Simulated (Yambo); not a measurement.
# MoS2 in Yambo: notebook, part 2 of 3

Yambo 5.3.0. Earlier steps stand in the parts before.

**3. Hartree-Fock levels, PBEsol**

hf2.in

```
rim_cut
HF_and_locXC
RandQpts= 1000000
RandGvec= 50 RL
EXXRLvcs= 80 Ry
VXCRLvcs= 80 Ry
% QPkrange
 1 | 1 | 11 | 15 |
 3 | 3 | 11 | 15 |
%
```

scf.in

```
&CONTROL
  calculation = 'scf'
  prefix = 'pwscf'
  outdir = './tmp'
  pseudo_dir = './pseudo'
/
&SYSTEM
  ibrav = 0
  A = 3.18412608
  nat = 3
  ntyp = 2
  ecutwfc = 80
  nbnd = 20
  occupations = 'smearing'
  smearing = 'fd'
  degauss = 0.00367493
  force_symmorphic = .true.
/
&ELECTRONS
  conv_thr = 6d-10
  electron_maxstep = 120
  mixing_beta = 0.5
/
ATOMIC_SPECIES
Mo    95.9500 Mo.upf
S     32.0600 S.upf
CELL_PARAMETERS alat
   1.0000000007    0.0000000000    0.0000000000
  -0.5000000003    0.8660254044    0.0000000000
   0.0000000000    0.0000000000    5.4440683297
ATOMIC_POSITIONS alat
Mo     0.0000000000    0.0000000000    0.0000000000
S      0.0000000000    0.5773502696    4.9568624316
S      0.0000000000    0.5773502696    0.4872058982
K_POINTS automatic
12 12 2 0 0 0
```

nscf.in

```
&CONTROL
  calculation = 'nscf'
  prefix = 'pwscf'
  outdir = './tmp'
  pseudo_dir = './pseudo'
/
&SYSTEM
  ibrav = 0
  A = 3.18412608
  nat = 3
  ntyp = 2
  ecutwfc = 80
  nbnd = 133
  occupations = 'fixed'
  force_symmorphic = .true.
/
&ELECTRONS
  conv_thr = 1d-08
  diago_full_acc = .true.
  diago_thr_init = 1d-06
/
ATOMIC_SPECIES
Mo    95.9500 Mo.upf
S     32.0600 S.upf
CELL_PARAMETERS alat
   1.0000000007    0.0000000000    0.0000000000
  -0.5000000003    0.8660254044    0.0000000000
   0.0000000000    0.0000000000    5.4440683297
ATOMIC_POSITIONS alat
Mo     0.0000000000    0.0000000000    0.0000000000
S      0.0000000000    0.5773502696    4.9568624316
S      0.0000000000    0.5773502696    0.4872058982
K_POINTS automatic
3 3 1 0 0 0
```

Potentials or basis: PseudoDojo 0.4.1 SR PBEsol standard.

Started as:

```console
$ OMP_NUM_THREADS=1 pw.x -in scf.in > scf.out
$ OMP_NUM_THREADS=1 pw.x -in nscf.in > nscf.out
$ cd tmp/pwscf.save; p2y; mv SAVE ../..; cd ../..
$ OMP_NUM_THREADS=1 yambo
$ mkdir -p hf2; ln -s $PWD/g0w00/ndb.RIM hf2/
$ OMP_NUM_THREADS=1 yambo -F hf2.in -J hf2 -C hf2_out
```

Yambo's report:

```text
[... sections 02.01 to 02.04 as in the set-up run ...]

  [02.05] Energies & Occupations
  ==============================

  [X] === General ===
  [X] Electronic Temperature                        :  0.000000  0.000000 [eV K]
  [X] Bosonic    Temperature                        :  0.000000  0.000000 [eV K]
  [X] Finite Temperature mode                       : no
  [X] El. density                                   :  0.17082E+24 [cm-3]
  [X] Fermi Level                                   : -0.226921 [eV]

  [X] === Gaps and Widths ===
  [X] Conduction Band Min                           :  1.585870 [eV]
  [X] Valence Band Max                              :  0.000000 [eV]
  [X] Filled Bands                                  :  13
  [X] Empty Bands                                   :   14  133
  [X] Direct Gap                                    :  1.660470 [eV]
  [X] Direct Gap localized at k                     :  3
  [X] Indirect Gap                                  :  1.585870 [eV]
[... 66 lines left out ...]
 <13|nlXC|13> = -16.15274  0.30029E-18 <13|lXC|13> = -15.27776  0.000000
 <14|nlXC|14> = -11.01254  0.89256E-17 <14|lXC|14> = -15.48622 -0.94408E-16
 <15|nlXC|15> = -11.01244 -0.46018E-18 <15|lXC|15> = -15.48622 -0.18882E-15

  Corrections @ K [3] :  [eV]
 <11|nlXC|11> = -16.08596 -0.63032E-17 <11|lXC|11> = -12.84902  0.47204E-16
 <12|nlXC|12> = -17.51226 -0.14822E-17 <12|lXC|12> = -14.40020 -0.47204E-16
 <13|nlXC|13> = -17.28104 -0.32567E-17 <13|lXC|13> = -16.35833  0.94408E-16
 <14|nlXC|14> = -12.83305 -0.52465E-17 <14|lXC|14> = -17.48851 -0.37763E-15
 <15|nlXC|15> = -10.33870  0.26959E-17 <15|lXC|15> = -15.24877 -0.70806E-16

  [05.01] Hartree-Fock occupations report
  =======================================

  [Hartree-Fock] === General ===
  [Hartree-Fock] Electronic Temperature             :  0.000000  0.000000 [eV K]
  [Hartree-Fock] Bosonic    Temperature             :  0.000000  0.000000 [eV K]
  [Hartree-Fock] Finite Temperature mode            : no
  [Hartree-Fock] El. density                        :  0.17082E+24 [cm-3]
  [Hartree-Fock] Fermi Level                        : -0.226921 [eV]

  [Hartree-Fock] === Gaps and Widths ===
  [Hartree-Fock] Conduction Band Min                :  2.181823 [eV]
  [Hartree-Fock] Valence Band Max                   : -0.874985 [eV]
  [Hartree-Fock] Filled Bands                       :  13
  [Hartree-Fock] Empty Bands                        :   14  133
  [Hartree-Fock] Direct Gap                         :  3.203269 [eV]
  [Hartree-Fock] Direct Gap localized at k          :  2
  [Hartree-Fock] Indirect Gap                       :  3.056808 [eV]
  [Hartree-Fock] Indirect Gap between kpts          :  1  2
  [Hartree-Fock] Last valence band width            :  0.146461 [eV]
  [Hartree-Fock] 1st conduction band width          :  5.018261 [eV]
```

o-hf2.hf:

```text
#    K-point            Band               Eo [eV]            Ehf [eV]           Vxc [eV]           Vnlxc [eV]
#
        1                  11                -1.587672          -3.568641          -16.05039          -18.03136
        1                  12                -1.587672          -3.568683          -16.05039          -18.03140
        1                  13                 0.000000          -0.874985          -15.27776          -16.15274
        1                  14                 2.726404           7.200084          -15.48622          -11.01254
        1                  15                 2.726404           7.200182          -15.48622          -11.01244
        3                  11                -2.916881          -6.153820          -12.84902          -16.08596
        3                  12                -2.144967          -5.257035          -14.40020          -17.51226
        3                  13                -0.074601          -0.997314          -16.35833          -17.28104
        3                  14                 1.585870           6.241328          -17.48851          -12.83305
        3                  15                 3.046363           7.956431          -15.24877          -10.33870
#
```

Run time: 3.2 min. Hardware: 1 thread of Arm Neoverse V2, shared host; peak memory 0.27 GiB.

Results:

```yaml
Band_gap_on_the_k_mesh_mean-field_level: 1.59 eV, indirect (least direct gap 1.66 eV)
Quasiparticle_gap: 7.12 eV
Least_direct_quasiparticle_gap: 7.24 eV
Quasiparticle_gap_at_Γ: 8.08 eV
Band_gap_of_the_same_states_before_the_correction: 1.59 eV
```

Quasiparticle terms (eV):
```csv
k point,band,Kohn-Sham level,Vxc,Σx,Σc,Z,result
"(0.000, 0.000, 0.000)",11,-1.59,-16.05,-18.03,-,-,-3.57
"(0.000, 0.000, 0.000)",12,-1.59,-16.05,-18.03,-,-,-3.57
"(0.000, 0.000, 0.000)",13,0.00,-15.28,-16.15,-,-,-0.87
"(0.000, 0.000, 0.000)",14,2.73,-15.49,-11.01,-,-,7.20
"(0.000, 0.000, 0.000)",15,2.73,-15.49,-11.01,-,-,7.20
"(0.333, 0.333, 0.000)",11,-2.92,-12.85,-16.09,-,-,-6.15
"(0.333, 0.333, 0.000)",12,-2.14,-14.40,-17.51,-,-,-5.26
"(0.333, 0.333, 0.000)",13,-0.07,-16.36,-17.28,-,-,-1.00
"(0.333, 0.333, 0.000)",14,1.59,-17.49,-12.83,-,-,6.24
"(0.333, 0.333, 0.000)",15,3.05,-15.25,-10.34,-,-,7.96
```

Caveat: the k mesh is coarse (spacing up to 0.76 Å⁻¹), so the values aren't converged.

**4. Optical spectrum, PBEsol**

optics4.in

```
optics
chi
Chimod= "IP"
% BndsRnXd
 1 | 28 |
%
% LongDrXd
 1 | 1 | 0 |
%
% QpntsRXd
 1 | 1 |
%
% EnRngeXd
 0 | 30 | eV
%
% DmRngeXd
 0.1 | 0.1 | eV
%
ETStpsXd= 150
```

scf.in is that of step 3.

nscf.in is that of step 3.

Potentials or basis: PseudoDojo 0.4.1 SR PBEsol standard.

Started as:

```console
$ OMP_NUM_THREADS=1 pw.x -in scf.in > scf.out
$ OMP_NUM_THREADS=1 pw.x -in nscf.in > nscf.out
$ cd tmp/pwscf.save; p2y; mv SAVE ../..; cd ../..
$ OMP_NUM_THREADS=1 yambo
$ OMP_NUM_THREADS=1 yambo -F optics4.in -J optics4 -C optics4_out
```

Yambo's report:

```text
[... sections 02.01 to 02.04 as in the set-up run ...]

  [02.05] Energies & Occupations
  ==============================

  [X] === General ===
  [X] Electronic Temperature                        :  0.000000  0.000000 [eV K]
  [X] Bosonic    Temperature                        :  0.000000  0.000000 [eV K]
  [X] Finite Temperature mode                       : no
  [X] El. density                                   :  0.17082E+24 [cm-3]
  [X] Fermi Level                                   : -0.226921 [eV]

  [X] === Gaps and Widths ===
  [X] Conduction Band Min                           :  1.585870 [eV]
  [X] Valence Band Max                              :  0.000000 [eV]
  [X] Filled Bands                                  :  13
  [X] Empty Bands                                   :   14  133
  [X] Direct Gap                                    :  1.660470 [eV]
  [X] Direct Gap localized at k                     :  3
  [X] Indirect Gap                                  :  1.585870 [eV]
  [X] Indirect Gap between kpts                     :  1  3
  [X] Last valence band width                       :  1.021446 [eV]
  [X] 1st conduction band width                     :  1.140534 [eV]

 [03] Transferred momenta grid and indexing
 ==========================================

 IBZ Q-points                                      :  3
 BZ  Q-points                                      :   9

 K/Q-points units:
 rlu = crystal or reduced units; cc = cartesian coordinates; iku = interal k-units

 Q [1]          [rlu]:  0.000000  0.000000  0.000000
 Q [2]          [rlu]: -0.14242E-16  0.33333       0.0000
 Q [3]          [rlu]:  0.333333  0.333333  0.000000

 [04] Dipoles
 ============

  [04.01] Setup: observables and procedures
  =========================================

  [WARNING] [x,Vnl] slows the Dipoles computation. To neglect it rename the ns.kb_pp file
  [WF-Oscillators/G space/Transverse up loader] Normalization (few states)  min/max  :  0.57781E-17   1.0000

  [WR./optics4//ndb.dipoles]------------------------------------------------------
   Brillouin Zone Q/K grids (IBZ/BZ)                :   3   9   3   9
   RL vectors                                       :  15467 [WF]
   Fragmentation                                    : yes
   Electronic Temperature                           :  0.000000 [K]
   Bosonic    Temperature                           :  0.000000 [K]
   DIP band range                                   :   1  28
   DIP band range limits                            :  13  14
   DIP e/h energy range                             : -1.000000 -1.000000 [eV]
   RL vectors in the sum                            :  15467
   [r,Vnl] included                                 : yes
   Bands ordered                                    : yes
   Direct v evaluation                              : no
   Approach used                                    : G-space v
   Dipoles computed                                 : R V P [G-space]
   Wavefunctions                                    : Perdew, Burke & Ernzerhof SOL(X)+Perdew, Burke & Ernzerhof SOL(C)

  [WARNING] [r,Vnl^pseudo] included in position and velocity dipoles.

  [WARNING] In case H contains other non local terms, these are neglected

 [05] Optics
 ===========

 [X-CG] R(p) Tot o/o(of R):   510  1755   100
```

o-optics4.eel_q1_ip:

```text
# Electron Energy Loss @ Q(1):  0.707106781     0.707106781      0.00000000    [q->0 direction]
#
# [ X ] Hartree size                              :  1
# [GEN] GF Energies                               : Perdew, Burke & Ernzerhof SOL(X)+Perdew, Burke & Ernzerhof SOL(C)
# [GEN] Green`s Function                          : T-ordered
#
# [GEN] Gauge                                     : Length
# [GEN] [r,Vnl] included                          : yes
#
#    E[1] [eV]          Im(eel)            Re(eel)
#
        0.000000           0.004588          -0.128284
        0.201342           0.004678          -0.127348
        0.402685           0.004961          -0.124477
        0.604027           0.005489          -0.119457
        0.805369           0.006374          -0.111867
        1.006711           0.007853          -0.100924
[... 142 lines left out ...]
        29.79866           0.004724          -1.129196
        30.00000           0.004655          -1.124766
#
```

o-optics4.eps_q1_ip:

```text
# Absorption @ Q(1):  0.707106781     0.707106781      0.00000000    [q->0 direction]
#
# [ X ] Hartree size                              :  1
# [GEN] GF Energies                               : Perdew, Burke & Ernzerhof SOL(X)+Perdew, Burke & Ernzerhof SOL(C)
# [GEN] Green`s Function                          : T-ordered
#
# [GEN] Gauge                                     : Length
# [GEN] [r,Vnl] included                          : yes
#
#    E[1] [eV]          Im(eps)            Re(eps)
#
        0.000000           0.278461           7.785271
        0.201342           0.288053           7.841916
        0.402685           0.319669           8.020896
        0.604027           0.383849           8.353558
        0.805369           0.507692           8.910243
        1.006711           0.766304           9.848843
[... 142 lines left out ...]
        29.79866           0.003704           0.885570
        30.00000           0.003679           0.889059
#
```

It took 3.2 min on 1 thread of Arm Neoverse V2, shared host; peak memory 0.27 GiB.

What came out:

```yaml
Band_gap_on_the_k_mesh_mean-field_level: 1.59 eV, indirect (least direct gap 1.66 eV)
Electronic_dielectric_constant_along_the_field: 7.79
```

Dielectric function (along the field direction of the input):
| energy (eV) | real part | imaginary part |
| --- | --- | --- |
| 0.40 | 8.02 | 0.32 |
| 1.41 | 15.31 | 3.91 |
| 2.42 | 4.00 | 0.95 |
| 3.42 | -0.33 | 5.79 |
| 4.43 | -2.12 | 3.75 |
| 5.44 | 1.54 | 1.41 |
| 6.44 | -4.30 | 3.10 |
| 7.45 | 1.76 | 1.14 |
| 8.46 | 1.71 | 0.99 |
| 9.46 | -0.88 | 1.45 |
| 10.67 | 0.13 | 1.57 |
| 11.68 | -0.66 | 1.55 |
| 12.68 | -0.01 | 1.05 |
| 13.69 | -0.34 | 0.68 |
| 14.70 | 0.01 | 0.17 |
| 15.70 | 0.24 | 0.12 |
| 16.71 | 0.29 | 0.06 |
| 17.72 | 0.46 | 0.22 |
| 18.72 | 0.48 | 0.02 |
| 19.93 | 0.59 | 0.01 |

Energy-loss function:
```csv
energy (eV),loss
0.0,0.005
1.2,0.010
2.6,0.031
3.8,0.168
5.2,0.287
6.4,0.110
7.9,0.743
9.1,0.296
10.5,0.329
11.7,0.548
13.1,1.120
14.3,1.661
15.7,1.701
16.9,0.346
18.3,0.164
19.5,0.060
20.9,0.029
22.1,0.017
23.6,0.026
24.8,0.012
26.2,0.007
27.4,0.006
28.8,0.005
30.0,0.005
```

Caveat: the k mesh is coarse (spacing up to 0.76 Å⁻¹), so the values aren't converged; spectra need much finer meshes, so this one isn't converged; independent-particle spectra lack excitons.

(Part 2 of 3 ends here.)
